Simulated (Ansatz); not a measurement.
# Cl3GaH2: reaction (exchange4), part 2 of 3

How high is the barrier for the reaction (exchange4)? Relax the two ends, then run a nudged elastic band between them. Meant to form: Ga1–Cl6, H5–H2; to break: Ga1–H2, H5–Cl6. The start is a guess near the saddle point, from which both ends are pulled out.

Ansatz 0.2.0; RKS PBE-D4/def2-SVP.

### 5 Relaxing end B

It starts where the restrained run ended.

Contents of input.yaml:

```yaml
crystal:
  periodic: [false, false, false]
  atoms:
    - { symbol: Ga, position_ang: [-0.885691, 0.137357, 0.051982] }
    - { symbol: H, position_ang: [1.903172, -0.013471, -0.392827] }
    - { symbol: Cl, position_ang: [-1.428719, -0.422298, -1.936197] }
    - { symbol: Cl, position_ang: [-0.861692, 2.183703, 0.663393] }
    - { symbol: H, position_ang: [1.634165, -0.451003, 0.098401] }
    - { symbol: Cl, position_ang: [-0.361235, -1.434388, 1.515247] }
basis:
  gaussian: { orbitals: def2-SVP }
hamiltonian:
  xc: pbe
  dispersion: d4
relax:
  f_tol: 0.03
  max_steps: 50
```

Launch:

```console
$ ansatz run input.yaml --threads 2 --pin off --max-ram 3072MiB --backend cpu --events-out ev --progress --plain --runs-dir out
```

Output:

```text
Warning: RAYON_NUM_THREADS=2 ignored (pool sized by the plan → 2); use --threads N
The last accepted step is kept in <dir> (removed where the run ends without a failure and the disk answers)
Engine: ansatz 0.2.0, aarch64-unknown-linux-gnu
Functional definition: PBE
  parameter kappa = 0.804
  parameter beta = 0.06672455060314922
  exchange = pbe_x(kappa = kappa, mu = beta*pi^2/3)
  correlation = pbe_c(beta = beta)
1056 factors; their error is unknown
mean field evaluation 1: about -89938.1951 eV, gradient 3.5e1 eV
mean field evaluation 2: about -89934.1700 eV, gradient 6.0e1 eV
mean field evaluation 4: about -89940.2126 eV, gradient 1.6e0 eV
mean field evaluation 8: about -89940.2215 eV, gradient 4.1e-2 eV
mean field evaluation 16: about -89940.1611 eV, gradient 1.3e-5 eV
mean field -89940.16111948 eV, -3305.2399575102 hartree, gradient 1.3e-5 eV, S^2 0.000000; 0 other end points of the search recorded, 0 dependent functions left out
the calculation of the forces begins
reference -89940.16115453 eV, -3305.2399587982 hartree; 42, 42 occupied and 54, 54 virtual orbitals, 1056 factors
relax step   1: F+E_penalty+E_count = -89940.34748216 eV  Δ(F+E_penalty+E_count) = +0.000e0 eV  max|allowed force component| = 1.738e0 eV/Å  Δτ_max = 0.0000 Å  (24 SCF iters, accepted)
these checks for a lower state are left out or cut short: starts, cluster_reference, orbital_swaps, neighbouring_geometries, increment
1056 factors; their error is unknown
mean field -89940.28117772 eV, -3305.2443695691 hartree, gradient 8.6e-6 eV, S^2 0.000000; 0 other end points of the search recorded, 0 dependent functions left out
the calculation of the forces begins
reference -89940.28121324 eV, -3305.2443708745 hartree; 42, 42 occupied and 54, 54 virtual orbitals, 1056 factors
relax step   2: F+E_penalty+E_count = -89940.46566917 eV  Δ(F+E_penalty+E_count) = -1.182e-1 eV  max|allowed force component| = 3.166e-1 eV/Å  Δτ_max = 0.1952 Å  (27 SCF iters, accepted)
these checks for a lower state are left out or cut short: starts, cluster_reference, orbital_swaps, neighbouring_geometries, increment
1056 factors; their error is unknown
mean field -89940.28604190 eV, -3305.2445483243 hartree, gradient 2.5e-5 eV, S^2 0.000000; 0 other end points of the search recorded, 0 dependent functions left out
the calculation of the forces begins
reference -89940.28607714 eV, -3305.2445496195 hartree; 42, 42 occupied and 54, 54 virtual orbitals, 1056 factors
relax step   3: F+E_penalty+E_count = -89940.47266015 eV  Δ(F+E_penalty+E_count) = -6.991e-3 eV  max|allowed force component| = 2.152e-1 eV/Å  Δτ_max = 0.1208 Å  (26 SCF iters, accepted)
these checks for a lower state are left out or cut short: starts, cluster_reference, orbital_swaps, neighbouring_geometries, increment
1056 factors; their error is unknown
mean field evaluation 32: about -89940.3465 eV, gradient 3.9e-3 eV
mean field -89940.29009685 eV, -3305.2446973410 hartree, gradient 2.6e-5 eV, S^2 0.000000; 0 other end points of the search recorded, 0 dependent functions left out
the calculation of the forces begins
reference -89940.29013201 eV, -3305.2446986329 hartree; 42, 42 occupied and 54, 54 virtual orbitals, 1056 factors
relax step   4: F+E_penalty+E_count = -89940.47729745 eV  Δ(F+E_penalty+E_count) = -4.637e-3 eV  max|allowed force component| = 2.008e-1 eV/Å  Δτ_max = 0.0336 Å  (25 SCF iters, accepted)
these checks for a lower state are left out or cut short: starts, cluster_reference, orbital_swaps, neighbouring_geometries, increment
1056 factors; their error is unknown
mean field -89940.29700323 eV, -3305.2449511459 hartree, gradient 1.3e-5 eV, S^2 0.000000; 0 other end points of the search recorded, 0 dependent functions left out
the calculation of the forces begins
reference -89940.29703797 eV, -3305.2449524224 hartree; 42, 42 occupied and 54, 54 virtual orbitals, 1056 factors
relax step   5: F+E_penalty+E_count = -89940.48542562 eV  Δ(F+E_penalty+E_count) = -8.128e-3 eV  max|allowed force component| = 9.121e-2 eV/Å  Δτ_max = 0.1298 Å  (26 SCF iters, accepted)
these checks for a lower state are left out or cut short: starts, cluster_reference, orbital_swaps, neighbouring_geometries, increment
1056 factors; their error is unknown
mean field -89940.29061707 eV, -3305.2447164587 hartree, gradient 1.4e-5 eV, S^2 0.000000; 0 other end points of the search recorded, 0 dependent functions left out
the calculation of the forces begins
reference -89940.29065153 eV, -3305.2447177251 hartree; 42, 42 occupied and 54, 54 virtual orbitals, 1056 factors
relax step   6: F+E_penalty+E_count = -89940.48214526 eV  Δ(F+E_penalty+E_count) = +3.280e-3 eV  max|allowed force component| = 3.531e-1 eV/Å  Δτ_max = 0.1865 Å  (26 SCF iters, rejected (line search))
these checks for a lower state are left out or cut short: starts, cluster_reference, orbital_swaps, neighbouring_geometries, increment
1056 factors; their error is unknown
mean field -89940.29907301 eV, -3305.2450272088 hartree, gradient 1.0e-5 eV, S^2 0.000000; 0 other end points of the search recorded, 0 dependent functions left out
the calculation of the forces begins
reference -89940.29910764 eV, -3305.2450284814 hartree; 42, 42 occupied and 54, 54 virtual orbitals, 1056 factors
relax step   7: F+E_penalty+E_count = -89940.48887044 eV  Δ(F+E_penalty+E_count) = -3.445e-3 eV  max|allowed force component| = 6.872e-3 eV/Å  Δτ_max = 0.0824 Å  (26 SCF iters, accepted)
1056 factors; their error is unknown
mean field evaluation 64: about -89940.3501 eV, gradient 1.4e0 eV
mean field -89940.29907301 eV, -3305.2450272088 hartree, gradient 1.0e-5 eV, S^2 0.000000; 1 other end points of the search recorded, 0 dependent functions left out
the calculation of the forces begins
reference -89940.29910764 eV, -3305.2450284814 hartree; 42, 42 occupied and 54, 54 virtual orbitals, 1056 factors
Total energy: -89940.48890507 eV, -3305.2520034083 hartree
Atom 0 at    -0.798846     0.060994     0.112171 Å, force    -0.003072     0.006872    -0.006219 eV/Å
Atom 1 at     1.720678     0.144690    -0.517754 Å, force    -0.002704     0.005338    -0.004739 eV/Å
Atom 2 at    -1.280951    -0.464369    -1.907593 Å, force     0.003213     0.000101     0.001231 eV/Å
Atom 3 at    -0.725160     2.125860     0.676890 Å, force     0.003525    -0.002582    -0.000965 eV/Å
Atom 4 at     1.716627    -0.400631     0.028792 Å, force    -0.005543    -0.004541     0.006531 eV/Å
Atom 5 at    -0.632349    -1.466644     1.607492 Å, force     0.004581    -0.005189     0.004160 eV/Å
Dipole moment:     0.186380    -0.013538    -0.026709 e Å
```

Wall time 14 s (2 threads of Arm Neoverse V1, shared host); peak memory 0.14 GiB.

Step by step:

| step | energy from step 1 (eV) | largest force component (eV/Å) |
| --- | --- | --- |
| 1 | 0.0000 | 1.7378 |
| 2 | -0.1182 | 0.3166 |
| 3 | -0.1252 | 0.2152 |
| 4 | -0.1298 | 0.2008 |
| 5 | -0.1379 | 0.0912 |
| 6x | -0.1347 | 0.3531 |
| 7 | -0.1414 | 0.0069 |

Step 1 is the start. 1 step was tried and not accepted (marked x).

After: Bond lengths: Ga1–Cl3 2.142 Å, Ga1–Cl4 2.142 Å, Ga1–Cl6 2.144 Å. Angles: Cl3–Ga1–Cl4 119.5°, Cl3–Ga1–Cl6 120.0°, Cl4–Ga1–Cl6 120.0°.

### 6 The band

crystal.atoms is end A as relaxed above, and neb.final_atoms is end B, turned to lie on A. With 5 inner images the band has 7 in all. The start path is listed, through a guess of the saddle.

Contents of input.yaml:

```yaml
crystal:
  periodic: [false, false, false]
  atoms:
    - { symbol: Ga, position_ang: [-0.174312, 0.607516, -0.570632] }
    - { symbol: H, position_ang: [1.358901, 0.583362, -0.880025] }
    - { symbol: Cl, position_ang: [-1.59532, -0.439462, -1.824687] }
    - { symbol: Cl, position_ang: [-1.041001, 2.112485, 0.722184] }
    - { symbol: H, position_ang: [1.368146, -1.484797, 1.190214] }
    - { symbol: Cl, position_ang: [0.083585, -1.379203, 1.362947] }
basis:
  gaussian: { orbitals: def2-SVP }
hamiltonian:
  xc: pbe
  dispersion: d4
neb:
  order_check: false
  images: 5
  f_tol: 0.03
  max_iterations: 60
  final_atoms:
    - { symbol: Ga, position_ang: [-0.79916259, 0.07039216, 0.10412229] }
    - { symbol: H, position_ang: [1.72725577, 0.12380181, -0.50099701] }
    - { symbol: Cl, position_ang: [-1.2672869, -0.45399824, -1.91918008] }
    - { symbol: Cl, position_ang: [-0.70737382, 2.13555529, 0.66509006] }
    - { symbol: H, position_ang: [1.71154961, -0.42019528, 0.04665655] }
    - { symbol: Cl, position_ang: [-0.66498307, -1.45565473, 1.60430919] }
  initial_path:
    images:
      - { positions_ang: [[-0.174312, 0.607516, -0.570632], [1.358901, 0.583362, -0.880025], [-1.59532, -0.439462, -1.824687], [-1.041001, 2.112485, 0.722184], [1.368146, -1.484797, 1.190214], [0.083585, -1.379203, 1.362947]] }
      - { positions_ang: [[-0.29733903, 0.53227087, -0.46799178], [1.3865902, 0.39333877, -0.68985521], [-1.53564501, -0.4449437, -1.86242485], [-0.97178205, 2.14030876, 0.70878387], [1.32497013, -1.20666934, 0.92099788], [0.09320476, -1.41440436, 1.39049109]] }
      - { positions_ang: [[-0.42036606, 0.45702574, -0.36535157], [1.4142794, 0.20331554, -0.49968541], [-1.47597002, -0.45042541, -1.9001627], [-0.90256311, 2.16813252, 0.69538375], [1.28179427, -0.92854167, 0.65178176], [0.10282452, -1.44960573, 1.41803518]] }
      - { positions_ang: [[-0.5433931, 0.38178061, -0.26271135], [1.4419686, 0.01329232, -0.30951562], [-1.41629503, -0.45590711, -1.93790055], [-0.83334416, 2.19595628, 0.68198362], [1.2386184, -0.65041401, 0.38256564], [0.11244428, -1.48480709, 1.44557927]] }
      - { positions_ang: [[-0.62864959, 0.27798446, -0.14043347], [1.53706433, 0.05012881, -0.37334275], [-1.36662565, -0.45527082, -1.93166039], [-0.79135405, 2.17582262, 0.67635243], [1.39626214, -0.57367443, 0.27059594], [-0.14669817, -1.47508964, 1.49848924]] }
      - { positions_ang: [[-0.71390609, 0.17418831, -0.01815559], [1.63216005, 0.08696531, -0.43716988], [-1.31695628, -0.45463453, -1.92542024], [-0.74936393, 2.15568895, 0.67072125], [1.55390587, -0.49693485, 0.15862624], [-0.40584062, -1.46537219, 1.55139922]] }
      - { positions_ang: [[-0.79916259, 0.07039216, 0.10412229], [1.72725577, 0.12380181, -0.50099701], [-1.2672869, -0.45399824, -1.91918008], [-0.70737382, 2.13555529, 0.66509006], [1.71154961, -0.42019528, 0.04665655], [-0.66498307, -1.45565473, 1.60430919]] }
```

Launch:

```console
$ ansatz run input.yaml --threads 2 --pin off --max-ram 3072MiB --backend cpu --events-out ev --progress --plain --runs-dir out
```

Output (excerpt; [...] marks lines left out):

```text
Warning: RAYON_NUM_THREADS=2 ignored (pool sized by the plan → 2); use --threads N
[...]
[... 1 set-up line as earlier in the session ...]
[...]
1056 factors; their error is unknown
[...]
mean field -89939.66679804 eV, -3305.2217915323 hartree, gradient 4.2e-5 eV, S^2 0.000000; 0 other end points of the search recorded, 0 dependent functions left out
[...]
reference -89939.66683474 eV, -3305.2217928808 hartree; 42, 42 occupied and 54, 54 virtual orbitals, 1056 factors
[...]
NEB iter   3: max|band force component| = 5.867e-1 eV/Å  barrier→ = 0.4738 eV  barrier← = 1.1096 eV  Δτ_max = 0.0699 Å  (133 SCF iters)
[...]
1056 factors; their error is unknown
mean field -89939.62313760 eV, -3305.2201870408 hartree, gradient 2.5e-5 eV, S^2 0.000000; 0 other end points of the search recorded, 0 dependent functions left out
[...]
reference -89939.62317384 eV, -3305.2201883723 hartree; 42, 42 occupied and 54, 54 virtual orbitals, 1056 factors
[...]
1056 factors; their error is unknown
```

### 7 The log goes on: band between the two ends

Output, continued (excerpt; [...] marks lines left out):

```text
mean field -89939.49740199 eV, -3305.2155663422 hartree, gradient 2.6e-5 eV, S^2 0.000000; 0 other end points of the search recorded, 0 dependent functions left out
[...]
reference -89939.49743766 eV, -3305.2155676531 hartree; 42, 42 occupied and 54, 54 virtual orbitals, 1056 factors
[...]
1056 factors; their error is unknown
[...]
Atom 2 at    -1.428916    -0.468865    -1.920109 Å, force    -0.000656     0.000463    -0.001848 eV/Å
Atom 3 at    -0.855267     2.170691     0.710871 Å, force    -0.000229     0.002111    -0.000288 eV/Å
Atom 4 at     1.126386    -0.692292     0.448786 Å, force     0.000087    -0.000135     0.000291 eV/Å
Atom 5 at     0.125875    -1.409668     1.386916 Å, force    -0.001174    -0.000046     0.000204 eV/Å
Dipole moment:     0.325169    -0.085761     0.015183 e Å
this run last wrote the band of iteration 7 to <dir>
```

Run time: 70 s. Hardware: 2 threads of Arm Neoverse V1, shared host; peak memory 0.15 GiB.

### 8 The band, image by image

Images 0 and 6 are the ends. Energies count from image 0; the path length is the program's own measure over all atoms.

| image | path (Å) | energy (eV) | Ga1–Cl6 (Å) | H5–H2 (Å) | Ga1–H2 (Å) | H5–Cl6 (Å) | band force (eV/Å) |
| --- | --- | --- | --- | --- | --- | --- | --- |
| 0 | 0.000 | 0.0000 | 2.78 | 2.93 | 1.56 | 1.30 | - |
| 1 | 0.491 | 0.0442 | 2.77 | 2.27 | 1.57 | 1.30 | 0.001 |
| 2 | 0.982 | 0.1764 | 2.71 | 1.68 | 1.59 | 1.33 | 0.009 |
| 3* | 1.473 | 0.4487 | 2.45 | 1.13 | 1.70 | 1.55 | 0.003 |
| 4 | 1.949 | -0.1188 | 2.25 | 0.84 | 1.97 | 2.00 | 0.003 |
| 5 | 2.425 | -0.5670 | 2.16 | 0.78 | 2.30 | 2.49 | 0.002 |
| 6 | 2.901 | -0.6358 | 2.14 | 0.77 | 2.60 | 3.02 | - |

The star marks the climbing image.

image, energy (eV) and a bar:
```
        0      0.000 ##################
        1      0.044 ###################
        2      0.176 ######################
        3      0.449 ##############################
        4     -0.119 ##############
        5     -0.567 ##
        6     -0.636
```

The top of the band by iteration:

| iteration | highest image above image 0 (eV) | largest band force (eV/Å) |
| --- | --- | --- |
| 1 | 0.8729 | 2.939 |
| 2 | 0.4975 | 0.973 |
| 3 | 0.4738 | 0.587 |
| 4 | 0.4511 | 0.246 |
| 5 | 0.4495 | 0.062 |
| 6 | 0.4488 | 0.048 |
| 7 | 0.4487 | 0.009 |

Positions of all images (Å):

```xyz
6
image=0 dE=0.0000
Ga   -0.174    0.608   -0.571
H     1.359    0.583   -0.880
Cl   -1.595   -0.439   -1.825
Cl   -1.041    2.112    0.722
H     1.368   -1.485    1.190
Cl    0.084   -1.379    1.363
6
image=1 dE=0.0442
Ga   -0.197    0.546   -0.505
H     1.354    0.390   -0.685
Cl   -1.566   -0.436   -1.858
Cl   -1.007    2.139    0.712
H     1.304   -1.210    0.929
Cl    0.112   -1.429    1.407
6
image=2 dE=0.1764
Ga   -0.223    0.476   -0.429
H     1.343    0.219   -0.512
Cl   -1.503   -0.455   -1.890
Cl   -0.935    2.157    0.715
H     1.148   -0.938    0.690
Cl    0.171   -1.459    1.426
6
image=3 dE=0.4487
Ga   -0.324    0.336   -0.266
H     1.356    0.064   -0.360
Cl   -1.429   -0.469   -1.920
Cl   -0.855    2.171    0.711
H     1.126   -0.692    0.449
Cl    0.126   -1.410    1.387
6
image=4 dE=-0.1188
Ga   -0.482    0.197   -0.093
H     1.460    0.014   -0.332
Cl   -1.363   -0.441   -1.942
Cl   -0.795    2.178    0.669
H     1.278   -0.541    0.265
Cl   -0.097   -1.407    1.433
6
image=5 dE=-0.5670
Ga   -0.662    0.106    0.038
H     1.595    0.064   -0.411
Cl   -1.295   -0.428   -1.940
Cl   -0.733    2.162    0.644
H     1.462   -0.464    0.147
Cl   -0.366   -1.439    1.522
6
image=6 dE=-0.6358
Ga   -0.799    0.070    0.104
H     1.727    0.124   -0.501
Cl   -1.267   -0.454   -1.919
Cl   -0.707    2.136    0.665
H     1.712   -0.420    0.047
Cl   -0.665   -1.456    1.604
```

### 9 Frequencies at the highest image

The geometry is the highest inner image of the first converged band.

Contents of input.yaml:

```yaml
crystal:
  periodic: [false, false, false]
  atoms:
    - { symbol: Ga, position_ang: [-0.323606, 0.335625, -0.266097] }
    - { symbol: H, position_ang: [1.355527, 0.064409, -0.360366] }
    - { symbol: Cl, position_ang: [-1.428916, -0.468865, -1.920109] }
    - { symbol: Cl, position_ang: [-0.855267, 2.170691, 0.710871] }
    - { symbol: H, position_ang: [1.126386, -0.692292, 0.448786] }
    - { symbol: Cl, position_ang: [0.125875, -1.409668, 1.386916] }
basis:
  gaussian: { orbitals: def2-SVP }
hamiltonian:
  xc: pbe
  dispersion: d4
phonons: {}
```

Launch:

```console
$ ansatz run input.yaml --threads 2 --pin off --max-ram 3072MiB --backend cpu --events-out ev --progress --plain --runs-dir out
```

Output (excerpt; [...] marks lines left out):

```text
Warning: RAYON_NUM_THREADS=2 ignored (pool sized by the plan → 2); use --threads N
[...]
[... 1 set-up line as earlier in the session ...]
[...]
1056 factors; their error is unknown
[...]
mean field -89939.21043622 eV, -3305.2050205448 hartree, gradient 4.4e-5 eV, S^2 0.000000; 0 other end points of the search recorded, 0 dependent functions left out
[...]
reference -89939.21047137 eV, -3305.2050218363 hartree; 42, 42 occupied and 54, 54 virtual orbitals, 1056 factors
[...]
1056 factors; their error is unknown
mean field -89939.21033180 eV, -3305.2050167071 hartree, gradient 2.1e-6 eV, S^2 0.000000; 0 other end points of the search recorded, 0 dependent functions left out
[...]
reference -89939.21036694 eV, -3305.2050179985 hartree; 42, 42 occupied and 54, 54 virtual orbitals, 1056 factors
[...]
1056 factors; their error is unknown
mean field -89939.21048124 eV, -3305.2050221992 hartree, gradient 2.3e-6 eV, S^2 0.000000; 0 other end points of the search recorded, 0 dependent functions left out
[...]
```

### 10 The output, continued: vibrations at the highest image of the band

Output, continued (excerpt; [...] marks lines left out):

```text
reference -89939.21051638 eV, -3305.2050234906 hartree; 42, 42 occupied and 54, 54 virtual orbitals, 1056 factors
[...]
1056 factors; their error is unknown
[...]
mean field -89939.21041533 eV, -3305.2050197770 hartree, gradient 1.9e-6 eV, S^2 0.000000; 0 other end points of the search recorded, 0 dependent functions left out
[...]
reference -89939.21045047 eV, -3305.2050210684 hartree; 42, 42 occupied and 54, 54 virtual orbitals, 1056 factors
[...]
1056 factors; their error is unknown
[...]
WARN: phonons: modes at or below zero, which the zero-point energy, F, S and C_V leave out: 1, the lowest at -775.79 cm⁻¹. A minimum has none, and a first-order saddle one
[...]
Atom 2 at    -1.428916    -0.468865    -1.920109 Å, force    -0.000762     0.000403    -0.001662 eV/Å
Atom 3 at    -0.855267     2.170691     0.710871 Å, force    -0.000359     0.001955    -0.000208 eV/Å
Atom 4 at     1.126386    -0.692292     0.448786 Å, force     0.000484    -0.000738     0.000811 eV/Å
Atom 5 at     0.125875    -1.409668     1.386916 Å, force    -0.000519    -0.000131     0.000138 eV/Å
Dipole moment:     0.325169    -0.085763     0.015186 e Å
Vibrations: -775.79 91.99 111.76 145.59 378.52 388.15 401.85 454.90 975.21 1001.92 1385.29 1684.94 cm⁻¹, zero-point energy 0.435191 eV
```

It took 41 s on 2 threads of Arm Neoverse V1, shared host; peak memory 0.14 GiB.

Of 12 modes, 1 is imaginary by more than 30 cm⁻¹ (776i cm⁻¹).

### 11 Dynamics from the top

It starts at the highest inner image of the first converged band: 200 steps of 0.5 fs at constant energy, with velocities drawn for 300 K.

Changes to input.yaml since step 9:

```diff
@@ -14,2 +14,8 @@
   dispersion: d4
-phonons: {}
+md:
+  timestep: 0.5
+  n_steps: 200
+  ensemble: nve
+  temperature: 300.0
+  initial_velocities: maxwell_boltzmann
+  seed: 11036
```

Launch:

```console
$ ansatz run input.yaml --threads 2 --pin off --max-ram 3072MiB --backend cpu --events-out ev --progress --plain --runs-dir out
```

Output (excerpt; [...] marks lines left out):

```text
Warning: RAYON_NUM_THREADS=2 ignored (pool sized by the plan → 2); use --threads N
[...]
[... 1 set-up line as earlier in the session ...]
[...]
1056 factors; their error is unknown
[...]
mean field -89939.21043622 eV, -3305.2050205448 hartree, gradient 4.4e-5 eV, S^2 0.000000; 0 other end points of the search recorded, 0 dependent functions left out
[...]
reference -89939.21047137 eV, -3305.2050218363 hartree; 42, 42 occupied and 54, 54 virtual orbitals, 1056 factors
[...]
md step    75: t =    37.50 fs  T =   738.4 K  F+E_penalty+E_count = -89939.63107727 eV  E_kin = 0.381795 eV  conserved = -89939.24928234 eV  (24 SCF iters, 3 dispersion substeps)
[...]
md step   100: t =    50.00 fs  T =   804.9 K  F+E_penalty+E_count = -89939.66529344 eV  E_kin = 0.416172 eV  conserved = -89939.24912097 eV  (25 SCF iters, 3 dispersion substeps)
md step   101: t =    50.50 fs  T =   805.9 K  F+E_penalty+E_count = -89939.66576644 eV  E_kin = 0.416679 eV  conserved = -89939.24908782 eV  (25 SCF iters, 3 dispersion substeps)
```

### 12 The output, continued: dynamics from the highest image of the converged band

Output, continued (excerpt; [...] marks lines left out):

```text
md step   102: t =    51.00 fs  T =   808.6 K  F+E_penalty+E_count = -89939.66712626 eV  E_kin = 0.418067 eV  conserved = -89939.24905955 eV  (24 SCF iters, 3 dispersion substeps)
[...]
md step   126: t =    63.00 fs  T =   985.9 K  F+E_penalty+E_count = -89939.75892764 eV  E_kin = 0.509766 eV  conserved = -89939.24916197 eV  (25 SCF iters, 3 dispersion substeps)
[...]
Atom 2 at    -1.512267    -0.620816    -1.506776 Å, force    -0.024731    -0.059091    -0.334505 eV/Å
Atom 3 at    -1.064363     2.017209     0.830192 Å, force     0.457048    -0.275031    -0.445749 eV/Å
Atom 4 at     0.967800    -1.293227     2.047432 Å, force     0.232699     0.061541     0.203750 eV/Å
Atom 5 at    -0.099850    -1.809512     1.541519 Å, force    -0.100279     0.067586    -0.207508 eV/Å
Dipole moment:     0.606846    -0.101002     0.111866 e Å
```

It took 5.6 min on 2 threads of Arm Neoverse V1, shared host; peak memory 0.14 GiB.

[end of part 2 of 3]
